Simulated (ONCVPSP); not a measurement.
# Pseudopotential generation for Ti: ONCV, LDA (Perdew-Wang 92)

Do these settings give a usable potential? It is generated, then checked for transferability, scattering, ghosts and hardness.

The numbers are computed with ONCVPSP 4.0.1 (LDA (Perdew-Wang 92), scalar-relativistic, spin-unpolarised reference atom).

## (1) Starting point

The settings as typed:

```
element                 : titanium (Ti, Z = 22)
type                    : optimised norm-conserving Vanderbilt (ONCV)
frozen core             : [Ar]
valence charge          : 4
reference configuration : 3d2 4s1 4p1
partial waves           : 4s: rc 2.60 bohr, ncon 3, nbas 7, qcut 2.6 1/bohr, 2 projectors, debl 3.8 Ha; 4p: rc 3.30 bohr, ncon 4, nbas 7, qcut 2.6 1/bohr, 2 projectors, debl 1.1 Ha; 3d: rc 2.40 bohr, ncon 4, nbas 9, qcut 7.7 1/bohr, 2 projectors, debl 2.6 Ha
local potential         : polynomial inside 1.55 bohr (lpopt 5, dvloc0 1 Ha)
core correction         : not asked for
```

## (2) The generation run

Contents of Ti.dat:

```
# ATOM AND REFERENCE CONFIGURATION
# atsym  z   nc   nv     iexc    psfile
  Ti 22.00    5    3  -001012      upf
#
#   n    l    f
    1    0    2.00
    2    0    2.00
    2    1    6.00
    3    0    2.00
    3    1    6.00
    3    2    2.00
    4    0    1.00
    4    1    1.00
#
# PSEUDOPOTENTIAL AND OPTIMIZATION
# lmax
    2
#
#   l,   rc,      ep,       ncon, nbas, qcut
    0    2.60    0.00    3    7    2.60
    1    3.30    0.00    4    7    2.60
    2    2.40    0.00    4    9    7.70
#
# LOCAL POTENTIAL
# lloc, lpopt,  rc(5),   dvloc0
    4    5    1.55    1.00
#
# VANDERBILT-KLEINMAN-BYLANDER PROJECTORs
# l, nproj, debl
    0    2    3.80
    1    2    1.10
    2    2    2.60
#
# MODEL CORE CHARGE
# icmod, fcfact, rcfact
    0    0.00    0.00
#
# LOG DERIVATIVE ANALYSIS
# epsh1, epsh2, depsh
   -2.00    5.00    0.02
#
# OUTPUT GRID
# rlmax, drl
    6.00    0.01
#
# TEST CONFIGURATIONS
# ncnf
    4
# nvcnf
#   n    l    f
    3
    3    2    2.00
    4    0    2.00
    4    1    0.00
#
    3
    3    2    2.00
    4    0    1.00
    4    1    0.00
#
    3
    3    2    2.00
    4    0    0.00
    4    1    0.00
#
    3
    3    2    2.50
    4    0    1.50
    4    1    0.00
#
```

Launch:

```
$ oncvpsp.x < Ti.dat > Ti.out
```

What does the calculation give? Wanted: cutoffs for 1 and 0.1 mHa per electron, occupied waves; bound ghosts; GHOST(+) flags; largest test error; largest phase difference near zero energy, channels read.

The runs gave:

```
                                                quantity                     value
  cutoffs for 1 and 0.1 mHa per electron, occupied waves           19 Ha and 22 Ha
                                            bound ghosts                none found
                                          GHOST(+) flags    s at 72 eV, p at 53 eV
                            largest test error (AE − PS)  +81 meV, for 3d2 4s0 4p0
largest phase difference near zero energy, channels read                 0.011 rad
```

In words: By total energies transferability is fair: the largest error is 81 meV on 18.2 eV, for 3d2 4s0 4p0. By its cutoff, 19 Ha for the looser tolerance, it is of middling hardness. At the looser tolerance the 3d wave is the slowest; 4s needs 3 Ha. It is free of bound ghosts as far as tested. Near zero energy the phases of the channels with partial waves that could be evaluated agree within 0.011 rad. The program also flags highly localised states, GHOST(+) (s, p). These are tests on the free atom; a crystal test is still owed.
